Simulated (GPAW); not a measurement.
Crystal: KTaO3.

```
Ta K O
1.0
     3.98830    0.00000    0.00000
     0.00000    3.98830    0.00000
     0.00000    0.00000    3.98830
Ta K O
1 1 3
Direct
  0.00000 0.00000 0.00000
  0.50000 0.50000 0.50000
  0.00000 0.00000 0.50000
  0.00000 0.50000 0.00000
  0.50000 0.00000 0.00000
```

Base run:

- Program: GPAW 26.7.0
- Functional: PBEsol
- Potentials or basis: PAW data sets generated in the run's folder for this functional
- Cutoff: 800 eV
- Basis: pw
- k mesh: 7 × 7 × 7
- Occupations: fermi-dirac, width 0.05 eV
- Spin: no spin polarisation
- Hubbard terms: Ta d U = 2 eV

Its results: band gap on the k mesh 2.49 eV, indirect (least direct gap 3.10 eV); pressure 1.5 GPa.

Q: After a change of settings the same cell gave: band gap on the k mesh 3.38 eV, indirect (least direct gap 4.06 eV); pressure 5.1 GPa. Which change was it?
A. hubbard terms from Ta d U = 2 eV to Ta d U = 4 eV
B. hubbard terms from Ta d U = 2 eV to Ta d U = 6 eV
C. hubbard terms from Ta d U = 2 eV to none

A: B.

Caveats: spin-orbit coupling is left out, which moves the levels of the heavy elements.
